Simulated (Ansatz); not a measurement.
**CHClGaN: small, medium and large basis sets**

One table from this session's results is given with a row withheld; the runs are named, their logs left out.

Program: Ansatz 0.2.0, Gaussian basis. Level of theory: one geometry, several basis sets. These are calculated values, not measurements.

The runs, in order: PBE0-D4/def2-SVP; ωB97M-V/def2-SVP; PBE0-D4/def2-QZVPP; ωB97M-V/def2-QZVPP; the functionals' def2-TZVPP values are taken from earlier runs.

### The geometry

All runs share one geometry, relaxed beforehand with PBE0-D4 in a triple-zeta def2 set.

SMILES `N#[C][GaH][Cl]`, 5 atoms, charge 0, spin multiplicity 1.

Atoms are counted from 1 here; the program's logs count them from 0.

Bond lengths: N1–C2 1.153 Å, C2–Ga3 1.934 Å, Ga3–Cl4 2.122 Å, Ga3–H5 1.542 Å. Angles: N1–C2–Ga3 178.4°, C2–Ga3–Cl4 113.9°, C2–Ga3–H5 124.2°, Cl4–Ga3–H5 121.9°.

The first run:

File in.yaml:

```yaml
crystal:
  periodic: [false, false, false]
  atoms:
    - {symbol: N, position_ang: [1.282562, -1.536931, 1.399098]}
    - {symbol: C, position_ang: [0.710259, -0.785237, 0.738578]}
    - {symbol: Ga, position_ang: [-0.212049, 0.511401, -0.360764]}
    - {symbol: Cl, position_ang: [-2.031337, -0.203227, -1.187099]}
    - {symbol: H, position_ang: [0.300465, 1.940295, -0.631214]}
basis:
  gaussian: {orbitals: def2-SVP}
hamiltonian: {xc: pbe0, dispersion: d4}
output: {orbitals: {seedname: orbitals}}
```

Started as:

```console
> ansatz run in.yaml --threads 2 --pin off --events-out ev --progress --plain --max-ram 32768MiB --backend cpu
```

Steps of the session up to this table: PBE0-D4 in def2-SVP; ωB97M-V in def2-SVP; PBE0-D4 in def2-QZVPP; ωB97M-V in def2-QZVPP.

One table of the session follows, with a row left open; its other results are not shown here.

| functional | basis | HOMO (eV) | LUMO (eV) |
| --- | --- | --- | --- |
| PBE0-D4 | def2-SVP | -9.28 | -2.55 |
| PBE0-D4 | def2-TZVPP | ? | ? |
| PBE0-D4 | def2-QZVPP | -9.44 | -2.70 |
| ωB97M-V | def2-SVP | -11.50 | -0.69 |
| ωB97M-V | def2-TZVPP | -11.69 | -0.85 |
| ωB97M-V | def2-QZVPP | -11.72 | -0.92 |

**Question.** Estimate the row for PBE0-D4, def2-TZVPP.

As computed: HOMO (eV): -9.41; LUMO (eV): -2.67. In the column «HOMO (eV)» it lies between PBE0-D4, def2-QZVPP (-9.44) and PBE0-D4, def2-SVP (-9.28).
